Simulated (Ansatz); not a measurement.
What does this script print? It uses Ansatz 0.2.0 through its Python package.

The script, `ch3ass_ts.py`:
```python
import itertools

import ansatz as az
from ase.data import atomic_numbers, covalent_radii
import numpy as np

geometry_ang = [
    ("S", [-0.5524, -1.6723, 1.1291]),
    ("C", [-0.1429, -0.8486, 0.0075]),
    ("As", [0.7799, 0.821, 0.3085]),
    ("H", [-0.2404, -1.1776, -1.0091]),
    ("H", [0.7013, 1.2307, -1.1978]),
    ("H", [-0.5035, 1.5828, 0.7156]),
]
system = az.Crystal.molecule()
for symbol, xyz in geometry_ang:
    system = system.atom(symbol, xyz)

base = system.calculation()
base = base.basis(gaussian="def2-SVP")
base = base.functional("B3LYP")
symbols = [site.symbol for site in system.cartesian_sites]
start = np.array([site.position_ang for site in system.cartesian_sites], dtype=float)
report = base.relax(force_tolerance=0.005).run(threads=1, pin="off").report
end = np.array(report["positions_ang"])

a, b, d = end[[1, 4, 5]]
normal = np.cross(b - a, d - a)
normal /= np.linalg.norm(normal)
flat = end.copy()
flat[2] -= 0.8 * ((end[2] - a) @ normal) * normal
guess = np.zeros_like(flat)
guess[2] = normal
near = az.Crystal.molecule()
for symbol, place in zip(symbols, flat):
    near = near.atom(symbol, place.tolist())
search = (
    near.calculation()
    .basis(gaussian="def2-SVP")
    .functional("B3LYP")
    .saddle(mode_guess=guess.tolist(), force_tolerance=0.01, max_steps=40)
)
steps = []
top = search.session().plan().execute(on_event=lambda e: steps.append(e["data"]) if e["event"] == "saddle_step" else None).report
for s in steps:
    print(f"step {s['step']:2d}  E = {s['lagrangian_ev']:.5f} eV  force {s['allowed_force_max_ev_ang']:.4f} eV/A  curvature {s['curvature_ev_ang2']:.3f} eV/A^2")
print(f"minimum {report['free_energy_ev']:.5f} eV, saddle {top['free_energy_ev']:.5f} eV")
print(f"electronic barrier {(top['free_energy_ev'] - report['free_energy_ev']):.2f} eV")
saddle = np.array(top["positions_ang"])
radius = [covalent_radii[atomic_numbers[s]] for s in symbols]
span = lambda where, i, j: np.linalg.norm(where[i] - where[j])
bonded = [(i, j) for i, j in itertools.combinations(range(len(symbols)), 2) if min(span(end, i, j), span(saddle, i, j)) < 1.2 * (radius[i] + radius[j])]
print("pair        before    after (A)")
for i, j in bonded:
    print(f"{symbols[i]}{i}-{symbols[j]}{j}".ljust(10), f"{span(end, i, j):8.4f} {span(saddle, i, j):8.4f}")
for first, second in list(itertools.combinations(bonded, 2)):
    shared = set(first) & set(second)
    if shared and symbols[(j := shared.pop())] != "H":
        i, k = sorted((set(first) | set(second)) - {j})
        u, v = saddle[i] - saddle[j], saddle[k] - saddle[j]
        angle = np.degrees(np.arccos(np.clip(u @ v / np.linalg.norm(u) / np.linalg.norm(v), -1, 1)))
        print(f"final angle {symbols[i]}{i}-{symbols[j]}{j}-{symbols[k]}{k}: {angle:.2f} deg")
```

```console
$ python ch3ass_ts.py
step  1  E = -72748.66740 eV  force 6.3875 eV/A  curvature -23.819 eV/A^2
step  2  E = -72749.59596 eV  force 3.2674 eV/A  curvature -17.861 eV/A^2
step  3  E = -72750.09323 eV  force 0.7842 eV/A  curvature -11.198 eV/A^2
step  4  E = -72750.12261 eV  force 0.3177 eV/A  curvature -10.761 eV/A^2
step  5  E = -72750.13246 eV  force 0.1602 eV/A  curvature -10.684 eV/A^2
step  6  E = -72750.13746 eV  force 0.0667 eV/A  curvature -10.549 eV/A^2
step  7  E = -72750.13822 eV  force 0.0702 eV/A  curvature -10.604 eV/A^2
step  8  E = -72750.13881 eV  force 0.0390 eV/A  curvature -10.621 eV/A^2
step  9  E = -72750.13894 eV  force 0.0113 eV/A  curvature -10.660 eV/A^2
step 10  E = -72750.13896 eV  force 0.0034 eV/A  curvature -10.669 eV/A^2
step 11  E = -72750.13896 eV  force 0.0002 eV/A  curvature -10.670 eV/A^2
minimum -72751.31655 eV, saddle -72750.13915 eV
electronic barrier 1.18 eV
pair        before    after (A)
S0-C1        1.6195   1.6328
C1-As2       1.9669   1.8606
C1-H3        1.1046   1.1022
As2-H4       1.5309   1.4943
As2-H5       1.5238   1.4889
final angle S0-C1-As2: 126.51 deg
final angle S0-C1-H3: 123.63 deg
final angle As2-C1-H3: 109.86 deg
final angle C1-As2-H4: 122.96 deg
final angle C1-As2-H5: 120.40 deg
final angle H4-As2-H5: 116.64 deg
```

Reading the output:
- Total energies depend on the basis set; only differences at equal settings carry meaning.
- The energies are electronic: no zero-point or thermal terms, and the basis set is short of its limit. No separate frequency run checks the order of the saddle point.
- b3lyp holds the VWN-RPA fit, as in Gaussian; the form of ORCA and Turbomole is b3lyp5.
- Run time: 3.5 min on 1 thread of Intel(R) Xeon(R) Platinum 8259CL CPU @ 2.50GHz (Skylake/Cascade Lake) (shared host), peak memory 0.26 GiB.

(Lines on the test bed's own set-up are left out of the output.)
